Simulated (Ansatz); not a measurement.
# Be2ZnSe3: the cost of one run

Program: Ansatz 0.2.0. Level of theory: DFT PBE, scalar-relativistic, plane waves, PAW. These are calculated values, not measurements.

**1. The structure to begin with**

The structure is hexagonal, space group P6_3/mmc (No. 194). The conventional cell has a = 3.318 Å, b = 3.318 Å, c = 19.746 Å, α = 90.00°, β = 90.00°, γ = 120.00°. Around Be (site symmetry 3m) lie 6 Se at 2.22 to 2.34 Å. Around Zn (site symmetry -6m2) lie 6 Se at 3.13 Å and 6 Zn at 3.32 Å. Se (site symmetry -3m) has 6 Be at 2.34 Å as nearest neighbours. Se (site symmetry 3m) has 3 Be at 2.22 Å and 3 Zn at 3.13 Å as nearest neighbours.

As a file:

```xyz
12
Lattice="3.3183 0.0000 0.0000 -1.6592 2.8738 0.0000 0.0000 0.0000 19.7458" Properties=species:S:1:pos:R:3 pbc="T T T"
Be    0.0000    1.9158   18.3944
Be    1.6592    0.9579    1.3514
Be    1.6592    0.9579    8.5215
Be    0.0000    1.9158   11.2243
Zn    0.0000    0.0000    4.9365
Zn    0.0000    0.0000   14.8094
Se    0.0000    0.0000    0.0000
Se    0.0000    1.9158    2.4642
Se    0.0000    1.9158    7.4087
Se    0.0000    0.0000    9.8729
Se    1.6592    0.9579   12.3371
Se    1.6592    0.9579   17.2816
```

The cell is invented: species swapped into a database cell of Ti3SnC2 (P6_3/mmc, No. 194), with Se on the Ti sites, Zn on the Sn sites and Be on the C sites. Lengths come from tabulated atomic sizes and are only a guess.

**2. A first look at the guess**

The input, input.yaml:

```yaml
crystal:
  lattice:
    - [3.31834053, 0.0, 0.0]
    - [-1.65917026, 2.8737672, 0.0]
    - [0.0, 0.0, 19.74581109]
  atoms:
    - { symbol: Be, position: [0.33333333, 0.66666667, 0.93156141] }
    - { symbol: Be, position: [0.66666667, 0.33333333, 0.06843859] }
    - { symbol: Be, position: [0.66666667, 0.33333333, 0.43156141] }
    - { symbol: Be, position: [0.33333333, 0.66666667, 0.56843859] }
    - { symbol: Zn, position: [0.0, 0.0, 0.25] }
    - { symbol: Zn, position: [0.0, 0.0, 0.75] }
    - { symbol: Se, position: [0.0, 0.0, 0.0] }
    - { symbol: Se, position: [0.33333333, 0.66666667, 0.12479783] }
    - { symbol: Se, position: [0.33333333, 0.66666667, 0.37520217] }
    - { symbol: Se, position: [0.0, 0.0, 0.5] }
    - { symbol: Se, position: [0.66666667, 0.33333333, 0.62479783] }
    - { symbol: Se, position: [0.66666667, 0.33333333, 0.87520217] }
basis:
  ecutwfc: 420
kpoints:
  mp_grid: { grid: [6, 6, 1] }
hamiltonian:
  xc: pbe
scf:
  occupations: { method: gaussian, width: 0.1 }
  lower_state_search: "off"
output:
  forces: true
  stress: true
  eigenvalues: true
```

On the command line:

```sh
$ ansatz run input.yaml --threads 1 --pin off --max-ram 2560MiB --backend cpu --events-out ev --progress --plain --runs-dir out
```

Q: Estimate wall time and peak memory on 1 thread of AMD EPYC 9R45 (Zen 5), shared host.

About 2.5 s, with a peak of 0.54 GiB.
